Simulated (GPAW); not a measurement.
# NbTe: equation of state with PBEsol

Crystal: NbTe.

```
CELL_PARAMETERS angstrom
3.70297 0.00000 0.00000
-1.85149 3.20687 0.00000
0.00000 0.00000 3.69421
ATOMIC_POSITIONS crystal
Te 0.66667 0.33333 0.00000
Nb 0.00000 0.00000 0.50000
```

The cell comes from a database or a generator and needn't be the stable form of this composition.

```yaml
Program: GPAW 26.7.0
Task: equation of state
Functional: PBEsol
Potentials_or_basis: PAW data sets generated in the run's folder for this functional
Cutoff: 600 eV
Basis: pw
k_mesh: 8 × 8 × 7
Occupations: fermi-dirac, width 0.05 eV
Spin: no spin polarisation
```

| Quantity | Value |
| --- | --- |
| Equilibrium volume | 20.87 Å³/atom |
| Bulk modulus at fixed shape and positions | 137 GPa |
| Pressure derivative of the bulk modulus | 4.7 |

Energy against volume, from the lowest point:
```csv
volume (Å³/atom),energy (meV/atom)
20.618,0.54
21.057,0.00
21.496,6.95
21.934,20.54
22.373,40.05
22.812,64.80
23.250,94.19
```

Run time: 59 s on 1 thread of AMD EPYC 9R45 96-Core Processor (Zen 5), with other jobs on the host, peak memory 0.28 GiB.

Caveat: the cell was scaled at fixed shape and fractional positions, which overstates the stiffness of a crystal with free parameters, most of all of layers and chains. The run has no spin-orbit coupling, so splittings on Te are missing.
